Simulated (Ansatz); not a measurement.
# SiH2Br2: how energies converge with the basis set

How large a basis does SiH2Br2 need? Two functionals are run in growing sets.

The runs use Ansatz 0.2.0, Gaussian basis; one geometry, several basis sets.

Levels to be run: PBE0-D4/def2-SVP; ωB97M-V/def2-SVP; PBE0-D4/def2-QZVPP; ωB97M-V/def2-QZVPP; the functionals' def2-TZVPP values are taken from earlier runs.

## 1. Structure used throughout

An earlier PBE0-D4 in a triple-zeta def2 set relaxation fixed the geometry.

SMILES `Br[SiH2]Br`, 5 atoms, charge 0, spin multiplicity 1.

Atoms are counted from 1 here; the program's logs count them from 0.

Bond lengths: Br1–Si2 2.207 Å, Si2–Br3 2.207 Å, Si2–H4 1.476 Å, Si2–H5 1.476 Å. Angles: Br1–Si2–Br3 110.8°, Br1–Si2–H4 108.4°, Br1–Si2–H5 108.4°, Br3–Si2–H4 108.4°, Br3–Si2–H5 108.4°, H4–Si2–H5 112.5°.

As a file:

```tsv
atom	x (Å)	y (Å)	z (Å)
Br1	-1.66271	-1.25426	0.35390
Si2	0.16811	-0.06105	0.04639
Br3	-0.28571	1.79934	-1.05028
H4	1.11364	-0.85773	-0.75990
H5	0.71657	0.30000	1.36839
```

## 2. PBE0-D4 in def2-SVP

in.yaml

```yaml
crystal:
  periodic: [false, false, false]
  atoms:
    - {symbol: Br, position_ang: [-1.662712, -1.254257, 0.353899]}
    - {symbol: Si, position_ang: [0.168111, -0.061049, 0.046393]}
    - {symbol: Br, position_ang: [-0.285707, 1.799342, -1.050281]}
    - {symbol: H, position_ang: [1.113637, -0.857734, -0.759899]}
    - {symbol: H, position_ang: [0.716571, 0.299998, 1.368388]}
basis:
  gaussian: {orbitals: def2-SVP}
hamiltonian: {xc: pbe0, dispersion: d4}
output: {orbitals: {seedname: orbitals}}
```

Launch:

```bash
ansatz run in.yaml --threads 4 --pin off --events-out ev --progress --plain --max-ram 10444MiB
```

Standard output:

```text
Functional definition: PBE0
  name "PBE0"
  cite "Adamo & Barone, J. Chem. Phys. 110, 6158 (1999) doi:10.1063/1.478522"
  cite "Perdew, Burke & Ernzerhof, Phys. Rev. Lett. 77, 3865 (1996) doi:10.1103/PhysRevLett.77.3865"
  parent pbe
  parameter a = 0.25
  parameter kappa = 0.804
  parameter beta = 0.06672455060314922
  exchange = (1 - a)*pbe_x(kappa = kappa, mu = beta*pi^2/3) + a*exact_x
  correlation = pbe_c(beta = beta)
876 factors; integrals over basis functions are off by at most 9.3e-4 eV
mean field evaluation 1: about -147965.9830 eV, gradient 8.9e0 eV
mean field evaluation 2: about -147966.1046 eV, gradient 5.2e0 eV
mean field evaluation 4: about -147966.1856 eV, gradient 1.2e-1 eV
mean field evaluation 8: about -147966.1949 eV, gradient 1.8e-2 eV
mean field evaluation 16: about -147966.1949 eV, gradient 3.1e-5 eV
mean field -147966.19488291 eV, -5437.6573668577 hartree, gradient 3.1e-5 eV, S^2 0.000000; 0 other end points of the search recorded, 0 dependent functions left out
reference -147966.19490506 eV, -5437.6573676716 hartree; 43, 43 occupied and 49, 49 virtual orbitals, 876 factors
Total energy: -147966.31365504 eV, -5437.6617316531 hartree
```

Run time: 0.95 s. Hardware: 4 threads of Arm Neoverse V1, shared host.

## 3. ωB97M-V in def2-SVP

in.yaml, as its differences from that of step 2:

```diff
@@ -10,3 +10,3 @@
   gaussian: {orbitals: def2-SVP}
-hamiltonian: {xc: pbe0, dispersion: d4}
+hamiltonian: {xc: {name: wB97M-V}}
 output: {orbitals: {seedname: orbitals}}
```

The command is unchanged.

Standard output (excerpt; [...] marks lines left out):

```text
Functional definition: wB97M-V
  name "wB97M-V"
  cite "Mardirossian & Head-Gordon, J. Chem. Phys. 144, 214110 (2016) doi:10.1063/1.4952647"
  cite "Becke, J. Chem. Phys. 107, 8554 (1997) doi:10.1063/1.475007"
  cite "Vydrov & Van Voorhis, J. Chem. Phys. 133, 244103 (2010) doi:10.1063/1.3521275"
  # Of w^i u^j: cxij and so on, Table III.
[...]
  gx(w, u) = 1 - cx + cx01*u + cx10*w
  gss(w, u) = css00 + css04*u^4 + css10*w + css20*w^2 + css43*w^4*u^3
  gos(w, u) = cos00 + cos10*w + (cos20 + cos21*u)*w^2 + (cos60 + cos61*u)*w^6
[...]
      + integral(e_c_pw_mod_opposite_spin*gos(b97_w_opposite, b97_u_opposite)) + vv10(b, c)
876 factors; integrals over basis functions are off by at most 9.3e-4 eV
209 factors; integrals over basis functions are off by at most 3.6e-6 eV
[...]
mean field -147977.31693004 eV, -5438.0660945510 hartree, gradient 2.2e-5 eV, S^2 0.000000; 0 other end points of the search recorded, 0 dependent functions left out
reference -147977.31696293 eV, -5438.0660957598 hartree; 43, 43 occupied and 49, 49 virtual orbitals, 876 factors
Total energy: -147977.31696293 eV, -5438.0660957598 hartree
```

It took 3.5 s on 4 threads of Arm Neoverse V1, shared host; peak memory 0.28 GiB.

## 4. PBE0-D4 in def2-QZVPP

in.yaml, as its differences from that of step 3:

```diff
@@ -9,4 +9,4 @@
 basis:
-  gaussian: {orbitals: def2-SVP}
-hamiltonian: {xc: {name: wB97M-V}}
+  gaussian: {orbitals: "def2-QZVPP.json"}
+hamiltonian: {xc: pbe0, dispersion: d4}
 output: {orbitals: {seedname: orbitals}}
```

Launched as before.

Standard output:

```text
Functional definition: PBE0
  name "PBE0"
  cite "Adamo & Barone, J. Chem. Phys. 110, 6158 (1999) doi:10.1063/1.478522"
  cite "Perdew, Burke & Ernzerhof, Phys. Rev. Lett. 77, 3865 (1996) doi:10.1103/PhysRevLett.77.3865"
  parent pbe
  parameter a = 0.25
  parameter kappa = 0.804
  parameter beta = 0.06672455060314922
  exchange = (1 - a)*pbe_x(kappa = kappa, mu = beta*pi^2/3) + a*exact_x
  correlation = pbe_c(beta = beta)
1607 factors; their error is unknown
mean field evaluation 1: about -147988.5430 eV, gradient 1.3e1 eV
mean field evaluation 2: about -147988.7473 eV, gradient 8.2e0 eV
mean field evaluation 4: about -147988.8610 eV, gradient 5.0e-1 eV
mean field evaluation 8: about -147989.2232 eV, gradient 3.1e-1 eV
mean field -147989.22318439 eV, -5438.5036413282 hartree, gradient 3.2e-5 eV, S^2 0.000000; 0 other end points of the search recorded, 0 dependent functions left out
reference -147989.22321303 eV, -5438.5036423807 hartree; 43, 43 occupied and 265, 265 virtual orbitals, 1607 factors
Total energy: -147989.34196302 eV, -5438.5080063621 hartree
```

Run time: 5.5 s. Hardware: 4 threads of Arm Neoverse V1, shared host; peak memory 1.1 GiB.

## 5. ωB97M-V in def2-QZVPP

in.yaml, as its differences from that of step 4:

```diff
@@ -10,3 +10,3 @@
   gaussian: {orbitals: "def2-QZVPP.json"}
-hamiltonian: {xc: pbe0, dispersion: d4}
+hamiltonian: {xc: {name: wB97M-V}}
 output: {orbitals: {seedname: orbitals}}
```

Same command.

Standard output (excerpt; [...] marks lines left out):

```text
Functional definition: wB97M-V
  name "wB97M-V"
  cite "Mardirossian & Head-Gordon, J. Chem. Phys. 144, 214110 (2016) doi:10.1063/1.4952647"
  cite "Becke, J. Chem. Phys. 107, 8554 (1997) doi:10.1063/1.475007"
  cite "Vydrov & Van Voorhis, J. Chem. Phys. 133, 244103 (2010) doi:10.1063/1.3521275"
  # Of w^i u^j: cxij and so on, Table III.
[...]
  gx(w, u) = 1 - cx + cx01*u + cx10*w
  gss(w, u) = css00 + css04*u^4 + css10*w + css20*w^2 + css43*w^4*u^3
  gos(w, u) = cos00 + cos10*w + (cos20 + cos21*u)*w^2 + (cos60 + cos61*u)*w^6
[...]
      + integral(e_c_pw_mod_opposite_spin*gos(b97_w_opposite, b97_u_opposite)) + vv10(b, c)
1525 factors; their error is unknown
219 factors; integrals over basis functions are off by at most 5.0e-5 eV
[...]
mean field -148000.16224909 eV, -5438.9056445409 hartree, gradient 1.5e-5 eV, S^2 0.000000; 0 other end points of the search recorded, 0 dependent functions left out
reference -148000.16229587 eV, -5438.9056462603 hartree; 43, 43 occupied and 265, 265 virtual orbitals, 1525 factors
Total energy: -148000.16229587 eV, -5438.9056462603 hartree
```

Wall time 14 s (4 threads of Arm Neoverse V1, shared host); peak memory 1.2 GiB.

## 6. Density functionals: the series

The def2-TZVPP values come from earlier runs at the same geometry.

```tsv
functional	basis	functions	energy (eV)	from the largest (eV)	HOMO (eV)	LUMO (eV)
PBE0-D4	def2-SVP	92	-147966.3137	23.028	-8.53	-0.35
PBE0-D4	def2-TZVPP	166	-147986.2058	3.136	-8.62	-0.61
PBE0-D4	def2-QZVPP	308	-147989.3420	0.000	-8.64	-0.70
ωB97M-V	def2-SVP	92	-147977.3170	22.845	-10.70	1.70
ωB97M-V	def2-TZVPP	166	-147997.1505	3.012	-10.83	1.28
ωB97M-V	def2-QZVPP	308	-148000.1623	0.000	-10.84	1.04
```

## 7. What came out

| quantity | value |
| --- | --- |
| PBE0-D4: double and triple zeta above quadruple | 23.03, 3.14 eV |
| ωB97M-V: double and triple zeta above quadruple | 22.85, 3.01 eV |

What this shows: PBE0-D4 gains 19.89 eV from double to triple zeta, then 3.14 eV more. These are total energies; as a rule much of such shifts cancels in differences, which this series doesn't test. The LUMO of ωB97M-V is positive and keeps falling with the basis (1.70 to 1.04 eV): an unbound level that the basis holds in place.

For PBE0-D4 the largest set took about 6 times as long as the smallest (5.5 s against 0.95 s).
